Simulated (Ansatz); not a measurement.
**ZnHgPd: a short molecular-dynamics run**

Aim: set ZnHgPd (a randomly packed cell, 9 atoms, not relaxed) in motion for 60 steps of 1 fs under a Nosé-Hoover thermostat at 600 K, and see how temperature, energy and positions respond.

Program: Ansatz 0.2.0. Level of theory: DFT PBE, plane waves, PAW, scalar-relativistic, no spin polarisation. These are calculated values, not measurements.

The cell holds 9 atoms (Hg3Pd3Zn3): a = 5.115 Å, b = 6.452 Å, c = 6.415 Å, α = 100.74°, β = 90.20°, γ = 95.38°.

As a file:

```xyz
9
Lattice="5.0865 -0.3979 0.3623 -0.0275 6.3411 -1.1933 -0.4789 -0.0147 6.3972" Properties=species:S:1:pos:R:3 pbc="T T T"
Zn    0.2269    1.7552   -0.1848
Zn    1.8985    0.0322    6.1750
Zn    4.1805    5.7323    0.5355
Pd    4.6758    2.4318    2.7717
Hg    0.0180    4.2517    4.9994
Hg    3.6999    5.1704    3.2299
Hg    1.8299    4.2918    1.1761
Pd    2.4763    2.6745    4.7853
Pd    1.8678    0.8947    2.4694
```

The structure above is the start of the run; the results belong to its end.

```
                              quantity                            value
                                length                 60 steps of 1 fs
      temperature, first and last step                    600 and 736 K
              temperature, second half    mean 684 K, from 623 to 736 K
         potential energy, second half      -10 meV/atom from the start
largest change of the conserved energy                    0.01 meV/atom
 mean square displacement, second half  Pd 0.036, Zn 0.026, Hg 0.014 Å²
```

Against a set 600 K the second half averages 684 K, going from 623 to 736 K over that half. The conserved energy strays from its start by at most 0.01 meV/atom, under 0.1 % of the mean kinetic energy, so a step of 1 fs is short enough over this time. Over the second half Pd atoms stand 0.2 Å (root mean square) from where they began, and the farthest move is 0.3 Å. 60 fs on 9 atoms is far too short and small for converged averages.

**Question.** Which input and command would start the first run of this session?

The input that was used; it is not the only one that fits:

input.yaml reads:

```yaml
crystal:
  lattice:
    - [5.086477, -0.397854, 0.362283]
    - [-0.027501, 6.341115, -1.193267]
    - [-0.47892, -0.014737, 6.397232]
  atoms:
    - { symbol: Zn, position: [0.048058, 0.279862, 0.020598] }
    - { symbol: Zn, position: [0.462493, 0.036289, 0.945832] }
    - { symbol: Zn, position: [0.847239, 0.95764, 0.21435] }
    - { symbol: Pd, position: [0.96514, 0.445127, 0.461639] }
    - { symbol: Hg, position: [0.092212, 0.67838, 0.902806] }
    - { symbol: Hg, position: [0.790629, 0.866421, 0.621731] }
    - { symbol: Hg, position: [0.391107, 0.702038, 0.292641] }
    - { symbol: Pd, position: [0.564799, 0.45907, 0.801678] }
    - { symbol: Pd, position: [0.405232, 0.16743, 0.394289] }
kpoints:
  mp_grid: { grid: [3, 3, 3] }
magnetization:
  spin_polarized: false
scf:
  occupations: { method: fermi_dirac, width: 0.05 }
hamiltonian:
  pseudopotentials: { kind: paw }
  xc: pbe
basis:
  ecutwfc: 420
md:
  timestep: 1.0
  n_steps: 60
  ensemble: nvt_nose_hoover
  temperature: 600.0
  initial_velocities: maxwell_boltzmann
  seed: 163401
```

Launch:

```bash
$ ansatz run input.yaml --threads 2 --pin off --max-ram 2560MiB --backend cpu --events-out ev --progress --plain --runs-dir out
```
